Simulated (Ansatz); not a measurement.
**BCl (SMILES [B]Cl): CCSDT/STO-3G**

Aim: the electronic atomisation energy of BCl at CCSDT/STO-3G, from 3 runs. 

The calculation is run with Ansatz 0.2.0.

40 further runs of the same task are left out: 1 that didn't finish, 39 set aside as unsound or not needed.

### 1 The structure to begin with

BCl: 2 atoms, total charge 0, spin state singlet. SMILES: `[B]Cl`. Geometry: relaxed at PBE0-D4/def2-TZVP.

Bond lengths: B1–Cl2 1.718 Å.

### 2 A single-point energy at CCSDT/STO-3G

Contents of job.yaml:

```yaml
crystal:
  periodic: [false, false, false]
  atoms:
    - {symbol: B, position_ang: [-0.000000, -0.000000, -0.069660]}
    - {symbol: Cl, position_ang: [0.000000, 0.000000, 1.648190]}
basis:
  gaussian: {orbitals: STO-3G}
accuracy: high
correlation: {method: ccsdt, frozen_orbitals: {B: 1, Cl: 5}}
scf: {omitted_lower_state_checks: [cluster_reference, increment]}
```

Launch:

```bash
$ ansatz run job.yaml --threads 1 --pin off --max-ram 3480MiB --events-out events.jsonl --progress --plain --runs-dir runs
```

The program printed, cut to the lines that bear on the results:

```text
Warning: RAYON_NUM_THREADS=1 ignored (pool sized by the plan → 1); use --threads N
Functional definition: HF
  name "HF"
[...]
224 factors; integrals over basis functions are off by at most 2.1e-8 eV
[...]
mean field -13030.19805870 eV, -478.8509464717 hartree, gradient 5.6e-9 eV, S^2 0.000000; 0 other end points of the search recorded, 0 dependent functions left out; unrestricted orbitals would lower it
6 core orbitals not correlated: weight in the atoms' cores, before any rotation towards them, 1.000 or more for the frozen orbitals, at most 0.000 for the correlated occupied ones
reference -13030.19805870 eV, -478.8509464717 hartree; 5, 5 occupied and 3, 3 virtual orbitals, 224 factors
second order -1.07317239 eV of doubles, -0.00000000 eV of singles
cycle   1  -1.34540479 eV  change   -2.7e-1 eV  update   8.7e-2
[...]
cycle  22  -1.76118626 eV  change   2.2e-10 eV  update  4.2e-10
Total energy: -13031.95924496 eV, -478.9156688731 hartree
Checks for a lower state left out: cluster_reference, increment
```

Wall time 0.22 s (1 thread of Intel Xeon Platinum 8488C (Sapphire Rapids), shared host).

### 3 The B atom at the same level

Contents of molecule.yaml:

```yaml
crystal:
  periodic: [false, false, false]
  atoms:
    - {symbol: B, position_ang: [0.000000, 0.000000, 0.000000]}
basis:
  gaussian: {orbitals: STO-3G}
magnetization: {spin_polarized: true, initial_magnetization: 1}
scf: {omitted_lower_state_checks: [cluster_reference, increment]}
accuracy: high
correlation: {method: ccsdt, frozen_orbitals: {B: 1}}
total_charge: 0
```

Run the same way, it converges to -24.18899 Eh (log not shown).

### 4 The Cl atom

Contents of run.yaml:

```yaml
crystal:
  periodic: [false, false, false]
  atoms:
    - symbol: Cl
      position_ang: [0.000000, 0.000000, 0.000000]
basis:
  gaussian:
    orbitals: STO-3G
magnetization:
  spin_polarized: true
  initial_magnetization: 1
correlation:
  method: ccsdt
  frozen_orbitals: {Cl: 5}
accuracy: high
scf:
  omitted_lower_state_checks: [cluster_reference, increment]
```

Run the same way, it converges to -454.54219 Eh (log not shown).

### 5 What came out

At CCSDT/STO-3G, 6 core orbitals frozen:

| quantity | value |
| --- | --- |
| molecule: total energy | -478.91567 Eh |
| molecule: correlation energy (6 core orbitals frozen) | -64.7 mEh |
| molecule: T1 diagnostic | 0.016 |
| B atom: total energy | -24.18899 Eh |
| B atom: correlation energy (1 core orbital frozen) | -40.0 mEh |
| B atom: ⟨S²⟩ of the reference determinant | 0.750 |
| B atom: T1 diagnostic | 0.000 |
| Cl atom: total energy | -454.54219 Eh |
| Cl atom: correlation energy (5 core orbitals frozen) | 0.0 mEh |
| Cl atom: ⟨S²⟩ of the reference determinant | 0.750 |
| Cl atom: T1 diagnostic | 0.000 |
| electronic atomisation energy | 5.020 eV |

What this shows: Taking the molecule apart into free atoms costs 5.02 eV (484 kJ/mol), before zero-point energy and without spin-orbit coupling. In a minimal basis such a difference can be off by several eV, whatever the method. The restricted solution (molecule) is unstable to spin breaking: an unrestricted one lies lower.
